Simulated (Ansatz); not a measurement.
Working through a short molecular-dynamics run of MoPd, space group P-6m2

Computed with Ansatz 0.2.0 through its Python package.

Run as a notebook:

In [1]:
```python
from dataclasses import dataclass
import warnings

import ansatz as az
import matplotlib.pyplot as plt
import numpy as np
```

In [2]:
```python
@dataclass(frozen=True)
class RunConfig:
    xc: str = 'pbesol'
    cutoff: int = 510
    k_spacing: float = 1.0
    smearing: str = 'Methfessel-Paxton'
    n_steps: int = 15
    temperature_k: int = 2000
```

In [3]:
```python
cfg = RunConfig()
```

In [4]:
```python
warnings.simplefilter('ignore', az.DeckWarning)
```

In [5]:
```python
xtal = (
    az.Lattice.from_parameters(2.793896, 2.793896, 4.566371, alpha=90.0, beta=90.0, gamma=120.0)
    .atom('Mo', (2 / 3, 1 / 3, 0.5))
    .atom('Pd', (1 / 3, 2 / 3, 0.0))
)

len(xtal.resolved().sites)
```
Out [5]:
```text
2
```

In [6]:
```python
# a small cell and a short run: a test of the set-up, no statistics
job = xtal.supercell(2, 2, 1).calculation()
job = job.functional(cfg.xc).pseudopotentials('paw')
job = job.basis(cfg.cutoff).kpoints(spacing=cfg.k_spacing)
job = job.occupations(cfg.smearing)
job = job.md('nvt_langevin', timestep=1.0, steps=cfg.n_steps, temperature=cfg.temperature_k, friction=0.005, initial_velocities='maxwell_boltzmann', seed=296)
steps = []
```

In [7]:
```python
def collect(event):
    if event['event'] == 'md_step':
        steps.append(event['data'])


done = job.session().plan().execute(on_event=collect)
data = done.report

type(done).__name__, type(data).__name__
```
Out [7]:
```text
('RunOutcome', 'dict')
```

In [8]:
```python
print(' step   t (fs)     E_pot (eV)   E_kin (eV)    T (K)')
for s in steps[::2]:
    print(f'{s["step"]:5d} {s["time_fs"]:8.1f} {s["lagrangian_ev"]:14.4f} {s["e_kin_ev"]:12.4f} {s["temperature_k"]:8.1f}')

temperature = np.array([s['temperature_k'] for s in steps])
print(f'mean temperature of the second half {temperature[len(steps) // 2 :].mean():.1f} K')

with open('trajectory.xyz', 'w') as handle:
    for s in steps[::5]:
        handle.write(f'{len(s["positions_ang"])}\nt = {s["time_fs"]} fs\n')
        for site, xyz in zip(done.lattice.sites, s['positions_ang']):
            handle.write('{} {:.4f} {:.4f} {:.4f}\n'.format(site.symbol, *xyz))
```
```text
 step   t (fs)     E_pot (eV)   E_kin (eV)    T (K)
    0      0.0    -47216.5030       1.8096   1750.0
    2      2.0    -47216.4962       1.8024   1743.0
    4      4.0    -47216.4765       1.8716   1809.9
    6      6.0    -47216.4428       1.9482   1884.0
    8      8.0    -47216.3963       1.9414   1877.4
   10     10.0    -47216.3386       1.8981   1835.5
   12     12.0    -47216.2714       1.8683   1806.7
   14     14.0    -47216.1929       1.7942   1735.1
mean temperature of the second half 1808.3 K
```

In [9]:
```python
time = [s['time_fs'] for s in steps]
fig, ax = plt.subplots(figsize=(5, 3))
ax.plot(time, [s['lagrangian_ev'] - steps[0]['lagrangian_ev'] for s in steps], label='potential')
ax.plot(time, [s['e_kin_ev'] for s in steps], label='kinetic')
ax.set(xlabel='time (fs)', ylabel='energy (eV)')
ax.legend()
fig.tight_layout()
fig.savefig('md.png', dpi=100)
```

`trajectory.xyz`, as written:
```text
8
t = 0.0 fs
Mo 1.3969 0.8065 2.2832
Pd 0.0000 1.6131 0.0000
Mo 0.0000 3.2261 2.2832
Pd -1.3969 4.0326 0.0000
Mo 4.1908 0.8065 2.2832
Pd 2.7939 1.6131 0.0000
Mo 2.7939 3.2261 2.2832
Pd 1.3969 4.0326 0.0000
8
t = 5.0 fs
Mo 1.3849 0.7989 2.2900
Pd 0.0074 1.6288 0.0441
Mo -0.0265 3.2112 2.2886
Pd -1.3804 4.0542 -0.0051
Mo 4.1992 0.8126 2.3022
Pd 2.8247 1.6064 -0.0343
Mo 2.7841 3.2278 2.2509
Pd 1.3765 4.0247 -0.0096
8
t = 10.0 fs
Mo 1.3745 0.7917 2.2969
Pd 0.0172 1.6418 0.0930
Mo -0.0470 3.1901 2.2943
Pd -1.3726 4.0808 -0.0136
Mo 4.2043 0.8194 2.3232
Pd 2.8526 1.6044 -0.0748
Mo 2.7749 3.2312 2.2220
Pd 1.3563 4.0220 -0.0177
8
t = 15.0 fs
Mo 1.3673 0.7886 2.3023
Pd 0.0271 1.6548 0.1399
Mo -0.0597 3.1719 2.3017
Pd -1.3726 4.1165 -0.0219
Mo 4.2111 0.8234 2.3430
Pd 2.8784 1.5995 -0.1152
Mo 2.7627 3.2345 2.1936
Pd 1.3403 4.0234 -0.0231
```

Notes:
- Total energies depend on the potentials; only differences at equal settings carry meaning. A total without «per atom» is that of the cell as typed.
- No spin polarisation was allowed.
- For a metal this mesh is far too coarse, so the numbers only illustrate the procedure.
- This cell is a computed structure, which may not be the phase found in nature.
- A small cell, a coarse mesh and a very short run: it shows the set-up and gives no equilibrium averages.
- Run time: 110 s on 1 thread of Arm Neoverse N1 (shared host), peak memory 0.61 GiB.
